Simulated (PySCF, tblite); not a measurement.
# C₆H₃FO: geometry, infrared bands and NMR shifts

Aim: predict the infrared bands and NMR shifts of C₆H₃FO (`C#CC1=C(F)CC1=O`).

Programs: tblite 0.8.0 and PySCF 2.14.0, with density-fitted response routines of our own. Each step states its level of theory. These are calculated values for one molecule in the gas phase, unless marked as measured. Atoms are numbered from 0 throughout.

### 1 Starting geometry

11 atoms, charge 0, multiplicity 1; geometry from: force field or distance geometry start.

Bonds of the start (Å): C0–C1 1.21, C1–C2 1.51, C2–C3 1.34, C3–F4 1.36, C3–C5 1.52, C5–C6 1.54, C6–O7 1.21, C6–C2 1.47, C0–H8 1.06, C5–H9 1.10, C5–H10 1.09.

### 2 Relaxing the molecule with GFN2-xTB

The job: settings as JSON, then the geometry in Å.

```
{"job": {"kind": "relax", "xc": "GFN2-xTB", "basis": "xTB"}, "charge": 0, "multiplicity": 1}
C      3.000000     0.342100     0.043400
C      1.798000     0.183500     0.044900
C      0.304400    -0.036800     0.072800
C     -0.617100    -0.787400     0.699800
F     -0.533400    -1.742400     1.667200
C     -1.795400    -0.183500    -0.055600
C     -0.702500     0.657000    -0.747300
O     -0.658700     1.521300    -1.592200
H      4.051100     0.491100     0.034000
H     -2.503200     0.407400     0.538200
H     -2.337700    -0.849500    -0.731300
```

Started as:

```
> OMP_NUM_THREADS=1 python probes_run.py task.json out
```

The driver reads the jobs from task.json and runs them one after another.

**Question.** This job is followed by: GFN2-xTB harmonic vibrations, gas phase; GIAO PBE0/pcSseg-1 NMR shielding, non-relativistic, gas phase. Predict these results of the whole session: strongest single infrared mode (GFN2-xTB); zero-point energy (GFN2-xTB); ¹³C shifts against TMS (PBE0/pcSseg-1); ¹H shifts against TMS (PBE0/pcSseg-1, means over atoms taken as alike); ¹⁹F shifts against CFCl3 (PBE0/pcSseg-1); ¹⁷O shifts against H2O (PBE0/pcSseg-1).

The runs gave:

| quantity | value |
| --- | --- |
| strongest single infrared mode (GFN2-xTB) | 1881 cm⁻¹, 421 km/mol |
| zero-point energy (GFN2-xTB) | 42.6 kcal/mol |
| ¹³C shifts against TMS (PBE0/pcSseg-1) | 193.7, 181.5, 116.5, 92.9, 73.3, 52.0 ppm |
| ¹H shifts against TMS (PBE0/pcSseg-1, means over atoms taken as alike) | 3.37, 2.78 ppm |
| ¹⁹F shifts against CFCl3 (PBE0/pcSseg-1) | -54.3 ppm |
| ¹⁷O shifts against H2O (PBE0/pcSseg-1) | 573.8 ppm |

**Reading.** Over 26 steps the energy fell by 0.343 eV; of the close pairs, C1–C2 changed most, 1.510 to 1.398 Å. All 27 modes are real, so the xTB geometry is a minimum. The strongest single mode, at 1881 cm⁻¹, moves mainly C6 and O7. GFN2-xTB is a fitted tight-binding method: band positions and strengths are rough. Its intensities can rank the bands wrongly. At PBE0/pcSseg-1: The largest span, 1117 ppm, is at O7, where the paramagnetic term is -636 ppm.
